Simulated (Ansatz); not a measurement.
Run this with the Python package of Ansatz (0.2.0) and show what comes out.

Input file `alfhi.xyz`:
```text
4

F    -1.38836   -0.14167    1.05927
Al   -0.17886    0.07721   -0.02919
I     2.14214   -0.83434    0.19777
H    -0.57492    0.89880   -1.22785
```

`relaxed_scan.py`:
```python
# -*- coding: utf-8 -*-
import ansatz as az
import numpy as np


def main():
    system = az.Crystal.molecule_from_extxyz("alfhi.xyz")

    job = (
        system.calculation()
        .basis(gaussian="def2-SVP")
        .functional("b3lyp", dispersion="d4")
    )
    symbols = [site.symbol for site in system.cartesian_sites]
    pairs = [(0, 1), (1, 2), (1, 3)]
    print("held (A)   E (eV)        ", "  ".join(f"{symbols[i]}{i}-{symbols[j]}{j}" for i, j in pairs))
    for length in [1.39, 1.51, 1.63, 1.81, 2.03]:
        r = job.relax(constraints=[az.DistanceConstraint((1, 3), at=length)], force_tolerance=0.02, max_steps=60).run(threads=1, backend="cpu").report
        xyz = np.array(r["positions_ang"])
        print(f"{length:6.2f} {r['free_energy_ev']:14.5f}  ", "  ".join(f"{np.linalg.norm(xyz[i] - xyz[j]):.3f}" for i, j in pairs))


if __name__ == "__main__":
    main()
```

```console
$ python relaxed_scan.py
held (A)   E (eV)         F0-Al1  Al1-I2  Al1-H3
DeckWarning: relax.constraints: the input's atoms, or those drawn, lie off the distances that are held; a relaxation that starts there is brought onto them ahead of its first SCF, by positions alone, an atom by 5.81e-2 Å at the most. With the symmetry detection on, the symmetry is detected on the input's atoms as so brought (as typed, where only the drawn atoms reach the distances), and notices that speak of the structure as typed mean those atoms
  1.39   -17433.00990   1.664  2.470  1.390
  1.51   -17433.26674   1.663  2.467  1.510
  1.63   -17433.26237   1.663  2.464  1.630
  1.81   -17432.98123   1.661  2.461  1.810
  2.03   -17432.43339   1.660  2.459  2.030
```
(Warnings from the package without file and line, repeats left out.)

What to keep in mind:
- Total energies depend on the basis set; only differences at equal settings carry meaning.
- The energies are electronic: no zero-point or thermal terms, and the basis set is short of its limit.
- def2 sets replace the cores of elements past krypton by effective core potentials.
- b3lyp holds the VWN-RPA fit, as in Gaussian; the form of ORCA and Turbomole is b3lyp5.
- Run time: 79 s on 1 thread of Arm Neoverse V1 (shared host), peak memory 0.21 GiB.

(A comment or docstring line of the script was reworded after the run, the code is as it ran; lines on the test bed's own set-up are left out of the output.)
